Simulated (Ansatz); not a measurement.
# CH3GeNS: how energies converge with the basis set

One table from this session's results is given with a row withheld; the runs are named, their logs left out.

Computed with Ansatz 0.2.0, Gaussian basis. Level: one geometry, several basis sets.

Levels to be run: PBE0-D4/def2-SVP; ωB97M-V/def2-SVP; PBE0-D4/def2-QZVPP; ωB97M-V/def2-QZVPP; the functionals' def2-TZVPP values are taken from earlier runs.

**Structure used throughout**

An earlier PBE0-D4 in a triple-zeta def2 set relaxation fixed the geometry.

SMILES `N#C[S][GeH3]`, 7 atoms, charge 0, spin multiplicity 1.

Atoms are counted from 1 here; the program's logs count them from 0.

Bond lengths: N1–C2 1.156 Å, C2–S3 1.680 Å, S3–Ge4 2.261 Å, Ge4–H5 1.529 Å, Ge4–H6 1.529 Å, Ge4–H7 1.531 Å. Angles: N1–C2–S3 179.0°, C2–S3–Ge4 96.2°, S3–Ge4–H5 107.8°, S3–Ge4–H6 107.8°, S3–Ge4–H7 102.9°, H5–Ge4–H6 112.5°, H5–Ge4–H7 112.5°, H6–Ge4–H7 112.5°.

Geometry (Å):

```
N     2.2858   -0.7109    1.4394
C     1.4815   -0.9968    0.6599
S     0.3256   -1.4388   -0.4766
Ge   -0.8324    0.5018   -0.4133
H     0.1152    1.6255   -0.8355
H    -1.3614    0.6851    1.0100
H    -1.9532    0.2659   -1.4298
```

The first run:

in.yaml reads:

```yaml
crystal:
  periodic: [false, false, false]
  atoms:
    - {symbol: N, position_ang: [2.285835, -0.710878, 1.439442]}
    - {symbol: C, position_ang: [1.481547, -0.996849, 0.659884]}
    - {symbol: S, position_ang: [0.325626, -1.438808, -0.476620]}
    - {symbol: Ge, position_ang: [-0.832399, 0.501813, -0.413253]}
    - {symbol: H, position_ang: [0.115218, 1.625530, -0.835511]}
    - {symbol: H, position_ang: [-1.361381, 0.685149, 1.010032]}
    - {symbol: H, position_ang: [-1.953246, 0.265945, -1.429774]}
basis:
  gaussian: {orbitals: def2-SVP}
hamiltonian: {xc: pbe0, dispersion: d4}
output: {orbitals: {seedname: orbitals}}
```

Launch:

```bash
ansatz run in.yaml --threads 2 --pin off --events-out ev --progress --plain --max-ram 4352MiB
```

Steps of the session up to this table: PBE0-D4 in def2-SVP; ωB97M-V in def2-SVP; PBE0-D4 in def2-QZVPP; ωB97M-V in def2-QZVPP.

One table of the session follows, with a row left open; its other results are not shown here.

It belongs to the step «Functionals by basis». 

```
functional       basis  HOMO (eV)
   PBE0-D4    def2-SVP      -7.81
   PBE0-D4  def2-TZVPP      -7.88
   PBE0-D4  def2-QZVPP      -7.90
   ωB97M-V    def2-SVP      -9.88
   ωB97M-V  def2-TZVPP          ?
   ωB97M-V  def2-QZVPP     -10.01
```

Estimate the missing values for ωB97M-V, def2-TZVPP.

The run gave: HOMO (eV): -10.00. In the column «HOMO (eV)» it lies between ωB97M-V, def2-QZVPP (-10.01) and ωB97M-V, def2-SVP (-9.88).
